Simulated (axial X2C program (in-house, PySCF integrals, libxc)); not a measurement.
**A two-component session on AsP⁺: EOM-IP-CCSD levels**

Aim: EOM-IP-CCSD levels of AsP⁺, with spin–orbit coupling in the Hamiltonian from the start.

Program: an in-house X2C program for linear molecules on PySCF integrals. Level of theory: two-component X2C with atomic mean-field terms, As dyall-cv3z, P dyall-v3z. These are calculated values, not measurements.

## (1) The job

Input file task.json:

```json
{"zs": [33, 15], "q": 1, "bas": ["dyall-cv3z", "dyall-v3z"], "r0": 2.16, "eom": "ip", "rq": 0, "thr": -2.0, "nmax": 95, "grid": [1, 0.96, 1.045, 0.92, 1.09, 1.15]}
```

Keys: zs atomic numbers; q charge; bas basis sets; r0 starting distance in Å; eom kind of EOM run; thr threshold in hartree for freezing inner shells (an s shell follows its p shell); nmax most natural virtual spinors; grid distances as factors.

On the command line:

```console
> python soeom.py task.json out
```

The runs that follow: EOM-IP-CCSD at 1.989 Å.

What does the calculation give? Wanted: next root led by one particle; T1 of the reference.

The runs gave:

| quantity | value |
| --- | --- |
| lowest root at 1.989 Å | Ω = 3/2, 10.192 eV |
| next root led by one particle | Ω = 1/2, about 650 cm⁻¹ higher |
| T1 of the reference | 0.018 |

**Reading.** Removing an electron from the reference determinant of AsP costs 10.19 eV and empties a spinor of 50% P pπ, 44% As pπ. Errors of 0.1 to 0.3 eV are usual at this size, and roots led by higher excitations are left out, so the list is incomplete, and low states of that kind can be missing.
